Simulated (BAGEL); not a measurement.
# GaH2ClO (SMILES [OH][GaH][Cl]) at 4 levels

Wanted: a comparison of 4 runs (B3LYP/6-31G*, B3LYP/def2-SVPD, PBE0/def2-SVPD, RI-MP2/def2-SVPD) of GaH2ClO. 

Program for the calculation: BAGEL 1.2.2.

5 further runs of the same task are left out: 5 that didn't finish. Runs told in other sessions of the task aren't counted.

### 1 The system as given

GaH2ClO: 5 atoms, total charge 0, spin state singlet. SMILES: `[OH][GaH][Cl]`. The coordinates come from a PBE0-D4/def2-TZVP relaxation. This is one conformer, not always the lowest.

Bond lengths: O1–Ga2 1.772 Å, Ga2–Cl3 2.145 Å, O1–H4 0.960 Å, Ga2–H5 1.541 Å. Angles: O1–Ga2–Cl3 115.0°, O1–Ga2–H5 122.5°, Cl3–Ga2–H5 122.5°, Ga2–O1–H4 113.5°.

### 2 A single-point energy at B3LYP/6-31G(d) (density fitting with qzvpp-jkfit, spherical functions) (run 1)

dft.json reads:

```json
{ "bagel": [

{
  "title": "molecule",
  "basis": "6-31gs.json",
  "df_basis": "qzvpp-jkfit",
  "angstrom": true,
  "geometry": [
    { "atom": "O", "xyz": [      -1.152400,       0.516000,      -0.496900 ] },
    { "atom": "Ga", "xyz": [       0.470000,       0.208100,       0.146200 ] },
    { "atom": "Cl", "xyz": [       0.927500,      -1.856600,       0.504600 ] },
    { "atom": "H", "xyz": [      -1.672300,      -0.281800,      -0.622300 ] },
    { "atom": "H", "xyz": [       1.477200,       1.340600,       0.426900 ] }
  ]
},

{
  "title": "ks",
  "xc_func": "b3lyp"
},

{
  "title": "print",
  "file": "orbitals.molden",
  "orbitals": true
}

]}
```

The basis set 6-31G* is read from a file made from the Basis Set Exchange's data (not shown).

The run is started by

```sh
$ BAGEL_NUM_THREADS=1 BAGEL dft.json > dft.out
```

Log:

```text
* using 1 threads per process

  ===============================================================
  ===============================================================

  *** Geometry ***

  { "atom" : "O", "xyz" : [     -2.177720,      0.975099,     -0.939005 ] },
  { "atom" : "Ga", "xyz" : [      0.888171,      0.393252,      0.276278 ] },
  { "atom" : "Cl", "xyz" : [      1.752721,     -3.508466,      0.953556 ] },
  { "atom" : "H", "xyz" : [     -3.160189,     -0.532525,     -1.175977 ] },
  { "atom" : "H", "xyz" : [      2.791503,      2.533367,      0.806724 ] },

  Number of auxiliary basis functions:      507

  Since a DF basis is specified, we compute 2- and 3-index integrals:
    o Being stored without compression. Storage requirement is 0.019 GB

  Number of basis functions:       68
  Number of electrons      :       58

    * METHOD: MOLECULE                             0.30

  *** Kohn-Sham DFT ***

    * Removing 7688 points whose weight is below 1.00e-10
    * Grid points: 66842

  === Nuclear Repulsion ===
   255.0547280866

       - DIIS with orbital gradients will be used.

  === KS iteration (b3lyp / 6-31gs.json) ===
      0      -2387.84671509          0.13261515           0.31
      1      -2208.85217662          0.23353691           0.28
      2      -2375.77479154          0.12913829           0.28
      3      -2391.85965264          0.17684919           0.29
      4      -2456.30123807          0.07688194           0.29
      5      -2401.35325450          0.16851450           0.29
      6      -2403.39322859          0.16820684           0.29
      7      -2413.88361932          0.25366726           0.28
      8      -2445.09666558          0.14337444           0.30
      9      -2460.01094027          0.05745310           0.29
     10      -2460.27728512          0.06272765           0.29
     11      -2460.85677950          0.04180958           0.29
     12      -2461.26645563          0.01265262           0.29
     13      -2461.30096741          0.00437127           0.29
     14      -2461.31239991          0.00078693           0.29
     15      -2461.31266273          0.00015578           0.29
     16      -2461.31266965          0.00004074           0.29
     17      -2461.31267018          0.00000537           0.29
     18      -2461.31267019          0.00000258           0.29
     19      -2461.31267019          0.00000030           0.29
     20      -2461.31267019          0.00000023           0.29
     21      -2461.31267019          0.00000005           0.29
     22      -2461.31267019          0.00000005           0.29
     23      -2461.31267019          0.00000001           0.29
    * SCF iteration converged.

    * Permanent dipole moment:
           (    0.055760,    -0.186838,     0.037584) a.u.

    * METHOD: KS                                   7.16

    * METHOD: PRINT                                0.01

  ===============================================================
```

Run time: 7.8 s. Hardware: 1 thread of Arm Neoverse V1, shared host; peak memory 0.28 GiB.

### 3 The energy at B3LYP/def2-SVPD (density fitting with qzvpp-jkfit) (run 2)

input.json reads:

```json
{ "bagel" : [

{
  "title" : "molecule",
  "basis" : "def2-svpd.json",
  "df_basis" : "qzvpp-jkfit",
  "angstrom" : true,
  "geometry" : [
    { "atom" : "O", "xyz" : [      -1.152400,       0.516000,      -0.496900 ] },
    { "atom" : "Ga", "xyz" : [       0.470000,       0.208100,       0.146200 ] },
    { "atom" : "Cl", "xyz" : [       0.927500,      -1.856600,       0.504600 ] },
    { "atom" : "H", "xyz" : [      -1.672300,      -0.281800,      -0.622300 ] },
    { "atom" : "H", "xyz" : [       1.477200,       1.340600,       0.426900 ] }
  ]
},

{
  "title" : "ks",
  "xc_func" : "b3lyp"
},

{
  "title" : "print",
  "file" : "orbitals.molden",
  "orbitals" : true
}

]}
```

The basis set def2-SVPD is read from a file made from the Basis Set Exchange's data (not shown).

The run is started by

```sh
$ BAGEL_NUM_THREADS=1 BAGEL input.json > input.out
```

Log:

```text
* using 1 threads per process

  ===============================================================
  ===============================================================

  *** Geometry ***

  { "atom" : "O", "xyz" : [     -2.177720,      0.975099,     -0.939005 ] },
  { "atom" : "Ga", "xyz" : [      0.888171,      0.393252,      0.276278 ] },
  { "atom" : "Cl", "xyz" : [      1.752721,     -3.508466,      0.953556 ] },
  { "atom" : "H", "xyz" : [     -3.160189,     -0.532525,     -1.175977 ] },
  { "atom" : "H", "xyz" : [      2.791503,      2.533367,      0.806724 ] },

  Number of auxiliary basis functions:      507

  Since a DF basis is specified, we compute 2- and 3-index integrals:
    o Being stored without compression. Storage requirement is 0.044 GB

  Number of basis functions:      104
  Number of electrons      :       58

    * METHOD: MOLECULE                             0.32

  *** Kohn-Sham DFT ***

    * Removing 7688 points whose weight is below 1.00e-10
    * Grid points: 66842

  === Nuclear Repulsion ===
   255.0547280866

       - DIIS with orbital gradients will be used.

  === KS iteration (b3lyp / def2-svpd.json) ===
      0      -2391.57326186          0.09736446           0.45
      1      -2203.44547809          0.18784004           0.42
      2      -2386.33105999          0.07601904           0.42
      3      -2371.62595718          0.17128513           0.43
      4      -2383.10749191          0.15392780           0.43
      5      -2381.64885920          0.15442108           0.43
      6      -2381.62644717          0.15441547           0.43
      7      -2377.88296251          0.18865318           0.42
      8      -2390.54279301          0.09893463           0.43
      9      -2455.33567073          0.06747966           0.43
[... 18 lines of this table left out ...]
     28      -2461.19173780          0.00000032           0.43
     29      -2461.19173780          0.00000007           0.43
     30      -2461.19173780          0.00000002           0.43
     31      -2461.19173780          0.00000000           0.43
    * SCF iteration converged.

    * Permanent dipole moment:
           (   -0.057158,    -0.206714,    -0.003415) a.u.

    * METHOD: KS                                  13.97

    * METHOD: PRINT                                0.02

  ===============================================================
```

Wall time 15 s (1 thread of Arm Neoverse V1, shared host); peak memory 0.37 GiB.

Run 3 isn't shown in full; the table further down has it.

### 4 A single-point energy at RI-MP2/def2-SVPD (density fitting with qzvpp-jkfit) (run 4)

input.json reads:

```json
{ "bagel": [

{
  "title": "molecule",
  "basis": "def2-svpd.json",
  "df_basis": "qzvpp-jkfit",
  "angstrom": true,
  "geometry": [
    { "atom": "O", "xyz": [   -1.152400,    0.516000,   -0.496900 ] },
    { "atom": "Ga", "xyz": [    0.470000,    0.208100,    0.146200 ] },
    { "atom": "Cl", "xyz": [    0.927500,   -1.856600,    0.504600 ] },
    { "atom": "H", "xyz": [   -1.672300,   -0.281800,   -0.622300 ] },
    { "atom": "H", "xyz": [    1.477200,    1.340600,    0.426900 ] }
  ]
},
{
  "title": "hf"
},
{
  "title": "mp2",
  "ncore": 15
}

]}
```

The basis set def2-SVPD is read from a file made from the Basis Set Exchange's data (not shown).

The run is started by

```sh
$ BAGEL_NUM_THREADS=1 BAGEL input.json > input.out
```

Log:

```text
* using 1 threads per process

  ===============================================================
  ===============================================================

  *** Geometry ***

  { "atom" : "O", "xyz" : [     -2.177720,      0.975099,     -0.939005 ] },
  { "atom" : "Ga", "xyz" : [      0.888171,      0.393252,      0.276278 ] },
  { "atom" : "Cl", "xyz" : [      1.752721,     -3.508466,      0.953556 ] },
  { "atom" : "H", "xyz" : [     -3.160189,     -0.532525,     -1.175977 ] },
  { "atom" : "H", "xyz" : [      2.791503,      2.533367,      0.806724 ] },

  Number of auxiliary basis functions:      507

  Since a DF basis is specified, we compute 2- and 3-index integrals:
    o Being stored without compression. Storage requirement is 0.044 GB

  Number of basis functions:      104
  Number of electrons      :       58

    * METHOD: MOLECULE                             0.31

  *** RHF ***

  === Nuclear Repulsion ===
   255.0547280866

      * DIIS with orbital gradients will be used.

  === RHF iteration (def2-svpd.json) ===
      0      -2458.15619407          0.02164045           0.15
      1      -2458.27722762          0.01902000           0.14
      2      -2458.42342606          0.00132520           0.14
      3      -2458.42489818          0.00042003           0.14
      4      -2458.42508015          0.00011232           0.14
      5      -2458.42508919          0.00004109           0.14
      6      -2458.42509046          0.00001449           0.14
      7      -2458.42509069          0.00000473           0.14
      8      -2458.42509071          0.00000220           0.14
      9      -2458.42509071          0.00000043           0.14
     10      -2458.42509071          0.00000017           0.14
     11      -2458.42509072          0.00000008           0.14
     12      -2458.42509072          0.00000003           0.14
     13      -2458.42509072          0.00000001           0.14
     14      -2458.42509072          0.00000001           0.14
    * SCF iteration converged.

    * Permanent dipole moment:
           (   -0.103774,    -0.198561,    -0.021879) a.u.

    * METHOD: HF                                   2.45

  *** RHF ***

  === Nuclear Repulsion ===
   255.0547280866

      * DIIS with orbital gradients will be used.

  === RHF iteration (def2-svpd.json) ===
      0      -2458.42509072          0.00000000           0.14
    * SCF iteration converged.

    * Permanent dipole moment:
           (   -0.103774,    -0.198561,    -0.021879) a.u.

  === DF-MP2 calculation ===

    * freezing 15 orbitals
    * 3-index integral transformation done
    * assembly done

      MP2 correlation energy:   -0.5622571035      0.08

      MP2 total energy:       -2458.9873478185

    * METHOD: MP2                                  0.37

  ===============================================================
```

Wall time 3.3 s (1 thread of Arm Neoverse V1, shared host); peak memory 0.15 GiB.

### 5 Overview of the runs

```
run                                                                 level  frozen core orbitals   energy (Eh)  dipole moment (D)  HOMO energy (eV)  LUMO energy (eV)  wall time
  1  B3LYP/6-31G* (density fitting with qzvpp-jkfit, spherical functions)                     –  -2461.312670               0.50             -8.58             -1.34      7.8 s
  2                    B3LYP/def2-SVPD (density fitting with qzvpp-jkfit)                     –  -2461.191738               0.55             -8.80             -1.53       15 s
  3                     PBE0/def2-SVPD (density fitting with qzvpp-jkfit)                     –  -2460.642150               0.57             -9.08             -1.25       14 s
  4                   RI-MP2/def2-SVPD (density fitting with qzvpp-jkfit)                    15  -2458.987348                  –                 –                 –      3.3 s
```

### 6 Outcome

| quantity | value |
| --- | --- |
| run 4: total energy | -2458.98735 Eh |
| run 4: correlation energy (15 core orbitals frozen) | -562.3 mEh |

Over runs 1, 2, 3 the dipole moment (its size) runs from 0.50 D (B3LYP/6-31G*) to 0.57 D (PBE0/def2-SVPD). The two ends differ in method and basis. Over runs 1, 2, 3 the HOMO–LUMO gap runs from 7.24 eV (B3LYP/6-31G*) to 7.83 eV (PBE0/def2-SVPD). Totals of different functionals can't be ranked against each other. All runs together took 40 s, the longest 15 s.
